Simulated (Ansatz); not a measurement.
# ClH5O2Si2: a ladder of functionals and wavefunction methods

An exercise on one series of results from a longer session: the logs are not shown, and one member is left open.

Method: functionals in def2-TZVPP, the program's frozen cores in correlated methods; program: Ansatz 0.2.0, Gaussian basis.

Plan: PBE-D4, r2SCAN-D4, PBE0-D4, B3LYP-D4, ωB97X-V, ωB97M-V, B2PLYP; CCSD(T)/def2-TZVPP; MP2/def2-QZVPP; extrapolation to the limit.

## The relaxed structure

An earlier PBE0-D4 in a triple-zeta def2 set relaxation fixed the geometry.

SMILES `O[SiH2][SiH](O)Cl`, 10 atoms, charge 0, spin multiplicity 1.

Atoms are counted from 1 here; the program's logs count them from 0.

Bond lengths: O1–Si2 1.651 Å, O1–H6 0.958 Å, Si2–Si3 2.340 Å, Si2–H7 1.490 Å, Si2–H8 1.492 Å, Si3–O4 1.641 Å, Si3–Cl5 2.066 Å, Si3–H9 1.486 Å, O4–H10 0.959 Å. Angles: Si2–O1–H6 118.2°, O1–Si2–Si3 105.4°, O1–Si2–H7 111.9°, O1–Si2–H8 111.5°, Si3–Si2–H7 110.0°, Si3–Si2–H8 110.5°, H7–Si2–H8 107.6°, Si2–Si3–O4 105.8°, Si2–Si3–Cl5 109.5°, Si2–Si3–H9 115.1°, O4–Si3–Cl5 110.6°, O4–Si3–H9 111.2°, Cl5–Si3–H9 104.8°, Si3–O4–H10 118.5°.

Coordinates:

```
atom    x (Å)    y (Å)    z (Å)
  O1  -1.4152  -1.0605  -1.4212
 Si2   0.0862  -0.4466  -1.1127
 Si3  -0.0635   0.5270   1.0101
  O4   1.3920   1.2341   1.2805
 Cl5  -0.4300  -0.9412   2.4165
  H6  -1.5427  -1.5601  -2.2285
  H7   1.1323  -1.5078  -1.1128
  H8   0.4794   0.5729  -2.1279
  H9  -1.1736   1.5003   1.1796
 H10   1.5350   1.6818   2.1165
```

Set-up of the first run:

File in.yaml:

```yaml
crystal:
  periodic: [false, false, false]
  atoms:
    - {symbol: O, position_ang: [-1.415154, -1.060499, -1.421214]}
    - {symbol: Si, position_ang: [0.086172, -0.446551, -1.112692]}
    - {symbol: Si, position_ang: [-0.063525, 0.527040, 1.010094]}
    - {symbol: O, position_ang: [1.392012, 1.234132, 1.280456]}
    - {symbol: Cl, position_ang: [-0.429995, -0.941230, 2.416483]}
    - {symbol: H, position_ang: [-1.542676, -1.560096, -2.228536]}
    - {symbol: H, position_ang: [1.132293, -1.507813, -1.112789]}
    - {symbol: H, position_ang: [0.479430, 0.572935, -2.127862]}
    - {symbol: H, position_ang: [-1.173595, 1.500275, 1.179572]}
    - {symbol: H, position_ang: [1.535028, 1.681817, 2.116479]}
basis:
  gaussian: {orbitals: def2-TZVPP}
hamiltonian: {xc: pbe, dispersion: d4}
output: {forces: true, orbitals: {seedname: orbitals}}
```

Command:

```console
$ ansatz run in.yaml --threads 2 --pin off --events-out ev --progress --plain --max-ram 22528MiB --backend cpu
```

Steps of the session up to this table: PBE-D4 (GGA); r2SCAN-D4 (meta-GGA); PBE0-D4 (hybrid); B3LYP-D4 (hybrid); ωB97X-V (range-separated); ωB97M-V (range-separated); B2PLYP (double hybrid); CCSD(T) in def2-TZVPP; MP2 in def2-QZVPP.

One table of the session follows, with a row left open; its other results are not shown here.

| method | atomisation energy (kJ/mol) |
| --- | --- |
| PBE-D4 | 3465.8 |
| r2SCAN-D4 | 3458.4 |
| PBE0-D4 | ? |
| B3LYP-D4 | 3430.2 |
| ωB97X-V | 3474.4 |
| ωB97M-V | 3463.0 |
| B2PLYP | 3400.7 |
| HF/def2-TZVPP | 2497.3 |
| MP2/def2-TZVPP | 3429.8 |
| CCSD/def2-TZVPP | 3309.8 |
| CCSD(T)/def2-TZVPP | 3359.3 |
| MP2/CBS | 3545.8 |
| CCSD(T)/CBS | 3475.3 |

Q: Estimate the row for PBE0-D4 from the others.

As computed: atomisation energy (kJ/mol): 3409.6. In the column «atomisation energy (kJ/mol)» it lies between B2PLYP (3400.7) and MP2/def2-TZVPP (3429.8).
